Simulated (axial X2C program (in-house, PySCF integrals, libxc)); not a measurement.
# Linear NGaN at several levels

An exercise on one series of results from a longer session: the logs are not shown, and one member is left open.

The runs use an in-house X2C program for linear molecules on PySCF integrals; all-electron X2C, two-component (2c) or spin-free, N dyall-av3z, Ga dyall-v3z.

All values are calculated.

2 further runs of the same task are left out: 2 set aside as unsound or not needed.

Set-up of the first run:

task.json reads:

```json
{"zs": [7, 31, 7], "q": 0, "bas": ["dyall-av3z", "dyall-v3z", "dyall-av3z"], "r0": [1.77, 1.77], "symm": 1, "scan": ["PBE0", "HF", "TPSSh"], "levels": ["PBE0", "HF", "r2SCAN"], "nst": 2}
```

Keys: zs atomic numbers; q charge; bas basis sets; r0 starting distance in Å; symm equal bonds; scan levels of the two-bond scan; levels methods; nst determinants followed.

Command:

```bash
$ python solin.py task.json out
```

Masses N 14.003, Ga 68.926, N 14.003 u.

Steps of the session up to this table: Scan at PBE0, 2c; Scan at HF, 2c; Scan at TPSSh, 2c.

One of the session's tables, all rows but one given; the rest of the session is left out.

```
           level  r(N–Ga) (Å)  r(Ga–N) (Å)  lower stretch (cm⁻¹)  upper stretch (cm⁻¹)
        PBE0, 2c            ?            ?                     ?                     ?
          HF, 2c        1.828        1.828                 617.8                 662.8
       TPSSh, 2c        1.804        1.804                 643.4                 656.9
 PBE0, spin-free        1.795        1.795                 624.0                 657.9
   HF, spin-free        1.828        1.828                 618.5                 661.8
TPSSh, spin-free        1.804        1.804                 643.3                 656.4
```

**Question.** Estimate the row for PBE0, 2c.

**Answer.** r(N–Ga) (Å): 1.795; r(Ga–N) (Å): 1.795; lower stretch (cm⁻¹): 625.8; upper stretch (cm⁻¹): 657.8.

Scans not shown above were run alike.

To keep in mind: The molecule was held linear; bending was not examined, so a bent shape may lie lower. Note: functional without a current term on a determinant with orbital currents, of the molecule or an atom.
